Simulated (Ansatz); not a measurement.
# TaWC2: the cost of one run

Computed with Ansatz 0.2.0 (DFT PBE, scalar-relativistic, plane waves, PAW, unless a step's input says otherwise).

### 1 The structure to begin with

The structure is trigonal, space group R-3m (No. 166). The conventional cell has a = 3.132 Å, b = 3.132 Å, c = 15.301 Å, α = 90.00°, β = 90.00°, γ = 120.00°. Around Ta (site symmetry -3m) lie 6 C at 2.22 Å. Around W (site symmetry -3m) lie 6 C at 2.20 Å. Around C (site symmetry 3m) lie 3 W at 2.20 Å and 3 Ta at 2.22 Å.

Structure file:

```xyz
4
Lattice="1.5660 0.9041 5.1002 -1.5660 0.9041 5.1002 0.0000 -1.8082 5.1002" Properties=species:S:1:pos:R:3 pbc="T T T"
Ta    0.0000    0.0000    7.6503
W     0.0000    0.0000    0.0000
C     0.0000    0.0000   11.4570
C     0.0000    0.0000    3.8437
```

It is the end of an earlier relaxation with the same method, from a generated guess; it is a trial structure. At a tolerance of 0.05 Å it has space group R-3m (No. 166); it has 10.83 Å³/atom, an uncorrected energy of -0.16 eV/atom over the elements.

### 2 Static run: bands, density of states and charges

Input file input.yaml:

```yaml
crystal:
  lattice:
    - [1.5659623602, 0.9041087902, 5.1002153756]
    - [-1.5659623602, 0.9041087902, 5.1002153756]
    - [0.0, -1.8082175804, 5.1002153756]
  atoms:
    - { symbol: Ta, position: [0.5, 0.5, 0.5] }
    - { symbol: W, position: [0.0, 0.0, 0.0] }
    - { symbol: C, position: [0.7487914313, 0.7487914313, 0.7487914313] }
    - { symbol: C, position: [0.2512085687, 0.2512085687, 0.2512085687] }
basis:
  ecutwfc: 420
kpoints:
  mp_grid: { grid: [18, 18, 18] }
  band_path:
    path:
      - [[0.0, 0.0, 0.0], [0.5, 0.5, 0.5], [0.81238386, 0.18761614, 0.5]]
      - [[0.5, -0.18761614, 0.18761614], [0.5, 0.0, 0.0], [0.0, 0.0, 0.0], [0.34380807, -0.34380807, 0.0]]
      - [[0.65619193, 0.0, 0.34380807], [0.5, 0.0, 0.5], [0.0, 0.0, 0.0]]
    npoints: 14
hamiltonian:
  xc: pbe
scf:
  occupations: { method: gaussian, width: 0.1 }
  n_extra_bands: 10
output:
  forces: true
  stress: true
  eigenvalues: true
  populations: true
  dos: { projected: true, de: 0.02, nscf_kmesh: { grid: [22, 22, 22] } }
  bader: true
```

Command:

```sh
> ansatz run input.yaml --threads 1 --pin off --max-ram 2560MiB --backend cpu --events-out ev --progress --plain --runs-dir out
```

Q: Estimate wall time and peak memory on 1 thread of Arm Neoverse N1, shared host.

About 3 min, with a peak of 0.99 GiB.
